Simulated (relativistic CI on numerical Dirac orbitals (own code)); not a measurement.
# O²⁺: one ion under different settings

Aim: see what numerical and physical settings do to the SCF, the total energy and the lowest levels of O²⁺.

Method: Dirac-Coulomb-Breit CI, KLI orbitals optimised for each configuration, model QED (radiative potential, 1s self-energy scaled to tabulated hydrogen-like ionisation energies), numerical settings as typed. Code: relativistic CI on numerical Dirac orbitals (own code) version 3.

### 1 The system

* ion: O²⁺ (O III)
* nuclear charge: 8
* electrons: 6
* isotope: A = 16

### 2 Usual settings

Settings of the run:

```ini
atom O  Z=8  charge=2  electrons=6
nucleus A=16  rms_radius_fm=2.6991
hamiltonian dirac-coulomb  breit=on  qed=on  c_scale=1
orbitals kli  potential=per-configuration
slater_scale 1
correlation none
mixing on
grid step=0.0125 r_max=34.3
scf mixing=0.4 start=green max_iterations=150 tolerance=2e-08 node_fill=0.05
configurations
  [He] 2s2 2p2
  [He] 2s 2p3
  [He] 2p4
  [He] 2s2 2p 3s
  [He] 2s2 2p 3p
end
```

Command:

```console
$ python run_levels.py task.json out
```

One command runs all members of the session, one after another, from task.json.

### 3 Grid step 0.03

Settings: those of step 2 with these lines changed.

```diff
@@ -7,3 +7,3 @@
 mixing on
-grid step=0.0125 r_max=34.3
+grid step=0.03 r_max=34.3
 scf mixing=0.4 start=green max_iterations=150 tolerance=2e-08 node_fill=0.05
```

### 4 Breit term off, speed-of-light factor 10, QED terms off

Settings of the run:

```ini
atom O  Z=8  charge=2  electrons=6
nucleus A=16  rms_radius_fm=2.6991
hamiltonian dirac-coulomb  breit=off  qed=off  c_scale=10
orbitals kli  potential=per-configuration
slater_scale 1
correlation none
mixing on
grid step=0.0125 r_max=34.3
scf mixing=0.4 start=green max_iterations=150 tolerance=2e-08 node_fill=0.05
configurations
  [He] 2s2 2p2
  [He] 2s 2p3
  [He] 2p4
  [He] 2s2 2p 3s
  [He] 2s2 2p 3p
end
```

### 5 End of the grid 24.01, potential mixing 0.05, nuclear radius 2.4292

Settings of the run:

```ini
atom O  Z=8  charge=2  electrons=6
nucleus A=16  rms_radius_fm=2.4292
hamiltonian dirac-coulomb  breit=on  qed=on  c_scale=1
orbitals kli  potential=per-configuration
slater_scale 1
correlation none
mixing on
grid step=0.0125 r_max=24.01
scf mixing=0.05 start=green max_iterations=150 tolerance=2e-08 node_fill=0.05
configurations
  [He] 2s2 2p2
  [He] 2s 2p3
  [He] 2p4
  [He] 2s2 2p 3s
  [He] 2s2 2p 3p
end
```

### 6 Start potential bare, grid step 0.04

Settings of the run:

```ini
atom O  Z=8  charge=2  electrons=6
nucleus A=16  rms_radius_fm=2.6991
hamiltonian dirac-coulomb  breit=on  qed=on  c_scale=1
orbitals kli  potential=per-configuration
slater_scale 1
correlation none
mixing on
grid step=0.04 r_max=34.3
scf mixing=0.4 start=bare max_iterations=150 tolerance=2e-08 node_fill=0.05
configurations
  [He] 2s2 2p2
  [He] 2s 2p3
  [He] 2p4
  [He] 2s2 2p 3s
  [He] 2s2 2p 3p
end
```

### 7 Nuclear radius 26.991

Settings of the run:

```ini
atom O  Z=8  charge=2  electrons=6
nucleus A=16  rms_radius_fm=26.9910
hamiltonian dirac-coulomb  breit=on  qed=on  c_scale=1
orbitals kli  potential=per-configuration
slater_scale 1
correlation none
mixing on
grid step=0.0125 r_max=34.3
scf mixing=0.4 start=green max_iterations=76 tolerance=2e-08 node_fill=0.05
configurations
  [He] 2s2 2p2
  [He] 2s 2p3
  [He] 2p4
  [He] 2s2 2p 3s
  [He] 2s2 2p 3p
end
```

(Steps that only read results are left out.)

Q: Predict the outcome of this session. Wanted: lowest level, usual settings; total energy; first excitation.

The runs gave:

| setting | total energy less usual (Ha) | largest shift of a level among the lowest eight of both runs, same label and place (cm⁻¹) | SCF iterations | time | lowest level | kind of change |
| --- | --- | --- | --- | --- | --- | --- |
| usual | 0 | 0 | 46 | 0.16 s | 2p2 3P0 | - |
| grid step 0.03 | 3.81e-06 | 0.00576 | 46 | 0.097 s | 2p2 3P0 | numerical |
| Breit term off, speed-of-light factor 10, QED terms off | 0.0446 | 657 | 47 | 0.1 s | 2p2 3P0 | unphysical constant |
| end of the grid 24.01, potential mixing 0.05, nuclear radius 2.4292 | 1.04e-07 | 0.0149 | 57 | 0.16 s | 2p2 3P0 | unphysical constant |
| start potential bare, grid step 0.04 | 5.97e-06 | 0.0119 | 57 | 0.091 s | 2p2 3P0 | numerical |
| nuclear radius 26.991 | 0.00137 | 8.63 | 46 | 0.15 s | 2p2 3P0 | unsound |

| quantity | value |
| --- | --- |
| lowest level, usual settings | 2p2 3P0 |
| total energy | -73.1677 Ha |
| first excitation | 109.5 cm⁻¹ |

Among the runs whose levels can be followed, they move most under «Breit term off, speed-of-light factor 10, QED terms off» (unphysical constant), by up to 657 cm⁻¹. No visible change in the result comes from «grid step 0.03» or «end of the grid 24.01, potential mixing 0.05, nuclear radius 2.4292» or «start potential bare, grid step 0.04». Only the listed configurations are in the model. In a near-neutral ion this small CI can misplace whole configurations by 10,000 cm⁻¹ or more.
